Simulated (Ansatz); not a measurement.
# YMn2: the cost of one run

Computed with Ansatz 0.2.0 (DFT PBE, scalar-relativistic, plane waves, PAW, unless a step's input says otherwise).

## (1) Starting point

The structure is trigonal, space group R-3m (No. 166). Conventional cell: a = 5.401 Å, b = 5.401 Å, c = 12.027 Å, α = 90.00°, β = 90.00°, γ = 120.00°. Y (site symmetry 3m) is surrounded by 12 Mn at 2.93 to 3.15 Å and 4 Y at 3.06 to 3.26 Å. Mn (site symmetry 2/m) is surrounded by 6 Mn at 2.54 to 2.70 Å and 2 Y at 2.93 Å. Mn (site symmetry -3m) has 6 Mn at 2.54 Å in its first shell of neighbours.

As a file:

```cif
data_structure
_symmetry_space_group_name_H-M 'R-3m:H'
_symmetry_Int_Tables_number 166
_cell_length_a 5.4005
_cell_length_b 5.4005
_cell_length_c 12.0270
_cell_angle_alpha 90.000
_cell_angle_beta 90.000
_cell_angle_gamma 120.000
_cell_volume 303.78
loop_
_atom_site_label
_atom_site_type_symbol
_atom_site_symmetry_multiplicity
_atom_site_Wyckoff_symbol
_atom_site_fract_x
_atom_site_fract_y
_atom_site_fract_z
_atom_site_occupancy
Y1 Y 6 c 0.66667 0.33333 0.46045 1
Mn1 Mn 9 e 0.00000 0.50000 0.00000 1
Mn2 Mn 3 b 0.66667 0.33333 0.83333 1
```

An earlier run at PBE left this cell at 16.877 Å³/atom and 0.04 GPa (10×10×10 mesh). The large moments point both ways.

## (2) Ferrimagnetic, in the cell as typed

File input.yaml:

```yaml
crystal:
  lattice:
    - [0.0, 3.818742511, 3.8187425111]
    - [3.5875162747, 0.2312262363, 3.5875162747]
    - [3.8187425111, 3.818742511, 0.0]
  atoms:
    - { symbol: "Y", position: [-0.0021130078, 0.0063390234, -0.0021130078] }
    - { symbol: "Y", position: [0.2521130078, 0.2436609766, 0.2521130078] }
    - { symbol: Mn, position: [0.625, 0.625, 0.625], spin: 3.5 }
    - { symbol: Mn, position: [0.125, 0.625, 0.625], spin: 3.5 }
    - { symbol: Mn, position: [0.625, 0.625, 0.125], spin: 3.5 }
    - { symbol: Mn, position: [0.625, 0.125, 0.625], spin: -3.5 }
basis:
  ecutwfc: 420
  ecutrho_ratio: 4
kpoints:
  mp_grid: { grid: [10, 10, 10] }
hamiltonian:
  xc: pbe
scf:
  occupations: { method: gaussian, width: 0.05 }
  lower_state_search: "off"
output:
  forces: true
  stress: true
  eigenvalues: true
  populations: true
magnetization:
  spin_polarized: true
```

Run with:

```sh
ansatz run input.yaml --threads 4 --pin off --max-ram 10240MiB --backend cpu --events-out ev --progress --plain --runs-dir out
```

**Question.** How long does this run take on 4 threads of Intel Xeon Platinum 8375C at 2.90GHz (Ice Lake), shared host, and how much memory does it need?

About 30 s, with a peak of 1.1 GiB.
